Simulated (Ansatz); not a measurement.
# C2H4ClOSi: the cost of one run

Computed with Ansatz 0.2.0. Level: UKS SPW92 (LDA)/def2-SVP.

### 1 Where the work starts

9 atoms, charge 0, spin multiplicity 2.

Atoms are counted from 1 here; the program's logs count them from 0.

Bond lengths: C1–C2 1.319 Å, C1–H6 1.100 Å, C2–Si3 1.883 Å, C2–H7 1.116 Å, Si3–O4 1.666 Å, Si3–Cl5 2.089 Å, Si3–H8 1.492 Å, O4–H9 0.975 Å. Angles: C2–C1–H6 140.6°, C1–C2–Si3 119.9°, C1–C2–H7 121.5°, Si3–C2–H7 118.6°, C2–Si3–O4 110.7°, C2–Si3–Cl5 106.3°, C2–Si3–H8 114.0°, O4–Si3–Cl5 112.1°, O4–Si3–H8 106.6°, Cl5–Si3–H8 107.2°, Si3–O4–H9 114.2°.

As a file:

```xyz
9
charge 0, multiplicity 2
C    -0.73324    0.28908    1.56448
C    -0.12765    0.85429    0.53751
Si    0.24636   -0.15871   -1.00497
O    -0.20241   -1.74824   -0.78890
Cl    2.29679    0.03944   -1.35364
H    -1.09037    0.52772    2.57694
H     0.20410    1.91910    0.57049
H    -0.45784    0.31973   -2.23031
H    -0.04725   -2.08852    0.11141
```

This geometry comes from a loose relaxation at PBE in a small basis, which is not shown.

### 3 Setting up the map

First coordinate, dihedral C2–Si3–O4–H9: 12 values from −180 to 150 °, periodic. Second coordinate, dihedral H6–C1–C2–Si3: 12 values from −180 to 150 °, periodic.

Relaxed at each point: all other coordinates. Energies count from the relaxed molecule at the same level. Points are written as (first, second).

(The set-up runs are not shown.)

### 4 The run at (30°, 60°)

File input.yaml:

```yaml
crystal:
  periodic: [false, false, false]
  atoms:
    - { symbol: C, position_ang: [-0.807041, 0.651687, 1.579718] }
    - { symbol: C, position_ang: [-0.153108, 0.829844, 0.461494] }
    - { symbol: Si, position_ang: [0.256037, -0.194034, -1.049755] }
    - { symbol: O, position_ang: [0.172856, -1.767727, -0.568793] }
    - { symbol: Cl, position_ang: [2.256907, 0.093463, -1.428324] }
    - { symbol: H, position_ang: [-0.845574, 0.046627, 2.499976] }
    - { symbol: H, position_ang: [-0.20798, 1.897515, 0.097188] }
    - { symbol: H, position_ang: [-0.45882, 0.275263, -2.274866] }
    - { symbol: H, position_ang: [-0.490647, -1.825461, 0.151257] }
magnetization:
  spin_polarized: true
  initial_magnetization: 1
basis:
  gaussian: { orbitals: def2-SVP }
hamiltonian:
  xc: lda
output:
  forces: true
relax:
  f_tol: 0.02
  max_steps: 50
  escape_saddle: false
  constraints: [{ sites: [1, 2, 3, 8] }, { sites: [5, 0, 1, 2] }]
```

Started as:

```sh
$ ansatz run input.yaml --threads 1 --pin off --max-ram 2560MiB --backend cpu --events-out ev --progress --plain --runs-dir out
```

**Question.** How long does this run take on 1 thread of Arm Neoverse V1, shared host, and how much memory does it need?

About 18 s, with a peak of 0.16 GiB.
